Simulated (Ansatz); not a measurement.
The system is LiEuYO2.

```xyz
5
Lattice="3.0526 -1.6904 0.0000 3.0526 1.6904 0.0000 -0.6337 0.0000 8.6996" Properties=species:S:1:pos:R:3 pbc="T T T"
Eu    0.4187    0.0000    1.1441
Y     2.3503    0.0000    4.1676
O     0.3581    0.0000    5.3290
O     4.3969    0.0000    2.9394
Li    3.9073    0.0000    6.7189
```

The cell comes from a database or a generator and needn't be the stable form of this composition.

| Quantity | Value |
| --- | --- |
| Program | Ansatz 0.2.0 |
| Task | single point |
| Functional | PBE |
| Potentials or basis | Ansatz PAW |
| Cutoff | 420 eV (not typed: the program's choice for these potentials) |
| k mesh | 9 × 9 × 3 |
| Occupations | fermi-dirac, width 0.05 eV |
| Spin | collinear spin, ferromagnetic start |
| Starting moments | [7.0, 0.0, 0.0, 0.0, 0.0] μB |

On this cell: pressure -0.5 GPa; largest force 0.095 eV/Å; net moment 7.71 μB per cell; site moments Eu +6.79; Y +0.02; O +0.01, -0.01; Li +0.01 μB; band gap on the k mesh none (metal or under the smearing width).

The same run follows on a disturbed copy (atoms moved at random, drawn with an rms of 0.05 Å):

```
CELL_PARAMETERS angstrom
3.05260 -1.69038 0.00000
3.05260 1.69038 0.00000
-0.63372 0.00000 8.69959
ATOMIC_POSITIONS crystal
Eu 0.06621 0.07969 0.12382
Y 0.43297 0.42385 0.47720
O 0.12259 0.11523 0.61233
O 0.74861 0.75816 0.33537
Li 0.72666 0.71539 0.76967
```

Task: What changes?

Result: The energy (extrapolated to zero smearing) moves by +2.7 meV/atom; pressure -1.0 GPa; largest force 0.239 eV/Å; net moment 7.74 μB per cell; site moments Eu +6.81; Y +0.02; O +0.01, -0.01; Li +0.01 μB; band gap on the k mesh none (metal or under the smearing width).

Forces on the atoms (eV/Å):
```
Eu   0.026 -0.016  0.237
Y    0.108  0.113 -0.047
O   -0.011  0.041 -0.219
O   -0.113 -0.139  0.058
Li  -0.010  0.001 -0.030
```

Stress tensor (GPa, compression positive):
```
-0.95  0.09  0.34
 0.09 -0.87  0.41
 0.34  0.41 -1.24
```

Caveats: spin-orbit coupling is left out, which moves the levels of the heavy elements; a cell with one magnetic atom can't hold antiferromagnetic order, which such compounds often take; without U or exact exchange the open f shell lies at the Fermi level, which spoils levels, moments and volumes.
